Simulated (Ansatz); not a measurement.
# BAs: the cost of one run

Program: Ansatz 0.2.0. Level of theory: DFT LDA, scalar-relativistic, plane waves, PAW. These are calculated values, not measurements.

5 further runs of the same task are left out: 5 set aside as unsound or not needed.

### Step 1. The system as given

Symmetry: F-43m, No. 216, cubic system. Conventional cell: a = 4.732 Å, b = 4.732 Å, c = 4.732 Å, α = 90.00°, β = 90.00°, γ = 90.00°. B (site symmetry -43m) is surrounded by 4 As at 2.05 Å. As (site symmetry -43m) is surrounded by 4 B at 2.05 Å.

Coordinates:

```cif
data_structure
_symmetry_space_group_name_H-M 'F-43m'
_symmetry_Int_Tables_number 216
_cell_length_a 4.7321
_cell_length_b 4.7321
_cell_length_c 4.7321
_cell_angle_alpha 90.000
_cell_angle_beta 90.000
_cell_angle_gamma 90.000
_cell_volume 105.96
loop_
_atom_site_label
_atom_site_type_symbol
_atom_site_symmetry_multiplicity
_atom_site_Wyckoff_symbol
_atom_site_fract_x
_atom_site_fract_y
_atom_site_fract_z
_atom_site_occupancy
B1 B 4 a 0.00000 0.00000 0.00000 1
As1 As 4 c 0.25000 0.25000 0.25000 1
```

This cell was relaxed beforehand with the same method: volume 13.25 Å³/atom, gap on the mesh 1.10 eV.

### Step 2. Linear response at Γ

File input.yaml:

```yaml
crystal:
  lattice:
    - [0.0, 2.3714943318, 2.3714943318]
    - [2.3714943318, 0.0, 2.3714943318]
    - [2.3714943318, 2.3714943318, 0.0]
  atoms:
    - { symbol: B, position: [0.0, 0.0, 0.0] }
    - { symbol: As, position: [0.75, 0.75, 0.75] }
basis:
  ecutwfc: 420
kpoints:
  mp_grid: { grid: [10, 10, 10] }
hamiltonian:
  xc: lda
scf:
  occupations: { method: fixed }
output:
  eigenvalues: true
phonons:
  method: dfpt
  dielectric: true
  rigid_motions: translations
  eigenvectors: true
```

On the command line:

```sh
$ ansatz run input.yaml --threads 1 --pin off --max-ram 3072MiB --backend cpu --events-out ev --progress --plain --runs-dir out
```

What time and memory should one allow on 1 thread of AMD EPYC 7R43 (Zen 3), shared host?

About 37 s, with a peak of 0.59 GiB.
